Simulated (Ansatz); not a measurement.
**GeH3O (doublet): from Hartree-Fock to the top rungs at distance Ge1–O2 = 1.999 Å, cc-pVDZ**

How much of the correlation energy of GeH3O (doublet) does each wave-function method recover here?

Program: Ansatz 0.2.0, Gaussian basis. Level of theory: cc-pVDZ, core rule «outside noble gas», up to 15 orbitals frozen. These are calculated values, not measurements.

To be run: UHF; CCSD(T) on ROHF; CCSD(T) on UHF; BCCD(T) on ROHF; CISD; CCSDT(Q) on ROHF; CCSDT(Q) on UHF; CASSCF and MRCISD+Q, 3 electrons in 3 orbitals; CASSCF and NEVPT2, 3 electrons in 3 orbitals.

25 further runs of the same task are left out: 2 for a mislabelled method, 19 that didn't finish, 4 set aside as unsound or not needed.

**1. What is computed**

The geometry derives from a PBE0/def2-TZVP stationary point (not a proven minimum). One bond is set to the value named and the two fragments are kept rigid. No spin-orbit coupling is included. The filled d shell of Ge may be among the frozen orbitals whatever the setting's name suggests; the logs give the count.

5 atoms, charge 0, spin multiplicity 2.

Atoms are counted from 1 here; the program's logs count them from 0.

Bond lengths: Ge1–O2 1.999 Å, Ge1–H3 1.557 Å, Ge1–H4 1.546 Å, O2–H5 0.960 Å. Angles: O2–Ge1–H3 109.0°, O2–Ge1–H4 103.7°, H3–Ge1–H4 111.8°, Ge1–O2–H5 112.6°.

**2. UHF**

The input, in.yaml:

```yaml
crystal:
  periodic: [false, false, false]
  atoms:
    - {symbol: Ge, position_ang: [-0.038062, -0.017050, 0.363347]}
    - {symbol: O, position_ang: [0.091613, 0.121561, -1.626621]}
    - {symbol: H, position_ang: [0.748485, -1.275372, 0.835079]}
    - {symbol: H, position_ang: [0.616487, 1.290005, 0.865396]}
    - {symbol: H, position_ang: [-0.076119, -0.715424, -2.066132]}
basis:
  gaussian: {orbitals: cc-pVDZ}
magnetization: {spin_polarized: true, initial_magnetization: 1}
hamiltonian: {xc: hf}
output: {orbitals: {seedname: orbitals}}
```

Started as:

```sh
$ ansatz run in.yaml --threads 1 --pin off --events-out ev --progress --plain --max-ram 2393MiB
```

The runs that follow: CCSD(T) on ROHF; CCSD(T) on UHF; BCCD(T) on ROHF; CISD; CCSDT(Q) on ROHF; CCSDT(Q) on UHF; CASSCF and MRCISD+Q, 3 electrons in 3 orbitals; CASSCF and NEVPT2, 3 electrons in 3 orbitals.

Q: Predict the results of all the runs planned. Wanted: UCCSDT(Q) below the RHF energy; RMP2 from UCCSDT(Q); UMP2 from UCCSDT(Q); RCCSD from UCCSDT(Q); RCCSD(T) from UCCSDT(Q); UCCSD(T) from UCCSDT(Q); RCCSDT(Q) from UCCSDT(Q); NEVPT2 pair from UCCSDT(Q); MRCISD+Q pair from UCCSDT(Q).

As calculated:

| quantity | value |
| --- | --- |
| UCCSDT(Q) below the RHF energy | -8.5303 eV |
| RMP2 from UCCSDT(Q) | +20.42 kcal/mol |
| UMP2 from UCCSDT(Q) | +20.23 kcal/mol |
| RCCSD from UCCSDT(Q) | +5.92 kcal/mol |
| RCCSD(T) from UCCSDT(Q) | +1.25 kcal/mol |
| UCCSD(T) from UCCSDT(Q) | +1.18 kcal/mol |
| RCCSDT(Q) from UCCSDT(Q) | +0.16 kcal/mol |
| NEVPT2 pair from UCCSDT(Q) | +21.10 kcal/mol |
| MRCISD+Q pair from UCCSDT(Q) | +3.14 kcal/mol |
| levels within 1 kcal/mol (43 meV) | RCCSDT, UCCSDT, RCCSDT(Q) |
| T1 diagnostic | 0.025 |

**Reading.** RCCSD(T) lands +1.25 kcal/mol from the yardstick (0.6 % of the correlation energy). Of the multireference levels listed MRCISD+Q pair comes nearest in total energy (+3.14 kcal/mol), which doesn't show that its space is the better one. These misses are within one basis, not against nature; the frozen cores of restricted and unrestricted runs differ, which can shift their rows.
